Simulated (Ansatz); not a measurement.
# TePt3W: from a guess to a relaxed structure

Where does this trial cell of TePt3W go when cell and atoms are let free?

Computed with Ansatz 0.2.0 (DFT PBE, scalar-relativistic, plane waves, PAW, unless a step's input says otherwise).

2 further runs of the same task are left out: 1 that didn't finish, 1 set aside as unsound or not needed.

**1. The starting structure**

The structure is cubic, space group Pm-3m (No. 221). Conventional cell: a = 4.490 Å, b = 4.490 Å, c = 4.490 Å, α = 90.00°, β = 90.00°, γ = 90.00°. Around Te (site symmetry m-3m) lie 12 Pt at 3.17 Å. Around Pt (site symmetry 4/mmm) lie 2 W at 2.25 Å and 4 Te at 3.17 Å and 8 Pt at 3.17 Å. W (site symmetry m-3m) is surrounded by 6 Pt at 2.25 Å.

Structure file:

```cif
data_structure
_symmetry_space_group_name_H-M 'Pm-3m'
_symmetry_Int_Tables_number 221
_cell_length_a 4.4900
_cell_length_b 4.4900
_cell_length_c 4.4900
_cell_angle_alpha 90.000
_cell_angle_beta 90.000
_cell_angle_gamma 90.000
_cell_volume 90.52
loop_
_atom_site_label
_atom_site_type_symbol
_atom_site_symmetry_multiplicity
_atom_site_Wyckoff_symbol
_atom_site_fract_x
_atom_site_fract_y
_atom_site_fract_z
_atom_site_occupancy
Te1 Te 1 a 0.00000 0.00000 0.00000 1
Pt1 Pt 3 c 0.00000 0.50000 0.50000 1
W1 W 1 b 0.50000 0.50000 0.50000 1
```

The cell is invented: species swapped into a database cell of MgNi3C (Pm-3m, No. 221), with Te on the Mg sites, Pt on the Ni sites and W on the C sites. Its size is a rough estimate.

**2. Probe: one point on a coarse mesh**

input.yaml reads:

```yaml
crystal:
  lattice:
    - [4.49002572, 0.0, 0.0]
    - [0.0, 4.49002572, 0.0]
    - [0.0, 0.0, 4.49002572]
  atoms:
    - { symbol: Te, position: [0.0, 0.0, 0.0] }
    - { symbol: Pt, position: [0.0, 0.5, 0.5] }
    - { symbol: Pt, position: [0.5, 0.0, 0.5] }
    - { symbol: Pt, position: [0.5, 0.5, 0.0] }
    - { symbol: W, position: [0.5, 0.5, 0.5] }
basis:
  ecutwfc: 420
kpoints:
  mp_grid: { grid: [4, 4, 4] }
hamiltonian:
  xc: pbe
scf:
  occupations: { method: gaussian, width: 0.1 }
  lower_state_search: "off"
output:
  forces: true
  stress: true
  eigenvalues: true
```

Run with:

```console
ansatz run input.yaml --threads 1 --pin off --max-ram 2048MiB --backend cpu --events-out ev --progress --plain --runs-dir out
```

The session goes on with these runs: a loose first relaxation; relaxation on the finer mesh; the kicked end on a coarse mesh; coarse relaxation (after the kick); another rough relaxation (after the kick).

Before running it: what results should come out? Wanted: conventional cell; volume; energy over the elements; gap on the mesh.

**Answer**, as computed:

| quantity | value |
| --- | --- |
| symmetry at the first end (tolerance 0.05 Å) | space group Pm-3m (No. 221) |
| conventional cell | a = 4.877 Å, b = 4.877 Å, c = 4.877 Å, α = 90.00°, β = 90.00°, γ = 90.00° |
| volume | 23.20 Å³/atom |
| energy over the elements | +1.08 eV/atom |
| gap on the mesh | none (metal) |

The space group Pm-3m (No. 221) is kept, and the volume per atom grows by 28.1 % from the first guess. With a positive formation energy it can't be a ground state. No finished test with a distortion of lower symmetry is shown, so the end may be a saddle point. The runs treat Pt, Te, W without spin-orbit coupling.
